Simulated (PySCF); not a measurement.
# C23H29OS2: the cost of one run

Programs: PySCF 2.14.0, with routines of our own; each step states its level. All values are computed. Atoms count from 0.

## 1. The starting structure

55 atoms, charge 1, multiplicity 1; geometry from: GFN2-xTB.

## 2. NMR shifts: GIAO KT2/pcSseg-1

Job settings and geometry (Å):

```
{"job": {"kind": "nmr", "basis": "pcSseg-1", "pop": false, "xc": "KT2", "grid": 1}, "charge": 1, "multiplicity": 1}
C     -5.329647    -2.421470    -0.359610
C     -4.211827    -2.544083    -1.406111
C     -3.947102    -4.025538    -1.714608
C     -4.627203    -1.821266    -2.686620
C     -2.949948    -1.962165    -0.809158
C     -2.226617    -0.923363    -1.301800
C     -1.044286    -0.479110    -0.642811
C     -0.313406     0.593352    -1.170598
C      0.868159     1.109326    -0.680187
C      1.506533     2.207596    -1.252281
C      2.691231     2.740488    -0.788248
C      3.283825     3.877785    -1.336046
C      4.459821     4.426523    -0.877570
C      5.013126     5.595615    -1.401626
C      6.182600     6.169315    -0.967059
S      7.181502     5.510178     0.299310
C      8.380177     6.760320     0.228121
C      8.201534     7.733498    -0.667796
S      6.787259     7.644057    -1.665978
C     -0.701143    -1.184963     0.544796
C     -1.474273    -2.212773     0.982772
C     -1.235696    -3.049397     2.219825
C     -2.463220    -2.906479     3.131484
C      0.017444    -2.614126     2.977714
C     -1.085681    -4.511837     1.775440
O     -2.572345    -2.590688     0.313678
H     -5.072085    -2.960312     0.548547
H     -5.505496    -1.377428    -0.109056
H     -6.251177    -2.839276    -0.754741
H     -4.838596    -4.478365    -2.138874
H     -3.684622    -4.569620    -0.811093
H     -3.135572    -4.127174    -2.432021
H     -3.858445    -1.902413    -3.450889
H     -5.534134    -2.275374    -3.076384
H     -4.835343    -0.771588    -2.495756
H     -2.539316    -0.425067    -2.202164
H     -0.725574     1.056185    -2.057958
H      1.334984     0.659139     0.185766
H      1.034315     2.677786    -2.105152
H      3.184370     2.264200     0.050715
H      2.780325     4.365352    -2.160566
H      4.985618     3.937770    -0.066609
H      4.489138     6.098175    -2.202651
H      9.204159     6.686716     0.913535
H      8.859886     8.568776    -0.821020
H      0.170768    -0.899940     1.103109
H     -2.327260    -3.506224     4.026671
H     -3.363567    -3.245285     2.625978
H     -2.599740    -1.869358     3.429973
H      0.906577    -2.718043     2.360782
H     -0.066528    -1.585429     3.319347
H      0.142788    -3.246719     3.852166
H     -1.981611    -4.856059     1.265693
H     -0.237447    -4.622212     1.103276
H     -0.921346    -5.144327     2.642878
```

Level: GIAO KT2/pcSseg-1 NMR shielding, non-relativistic, gas phase.

Command:

```sh
$ OMP_NUM_THREADS=2 python large_run.py task.json out
```

The driver reads the jobs from task.json and runs them one after another.

Q: Estimate the wall time and peak memory of this first job on 2 threads of Intel Xeon Platinum 8375C at 2.90GHz, shared host.

About 44 s, with a peak of 1.2 GiB.
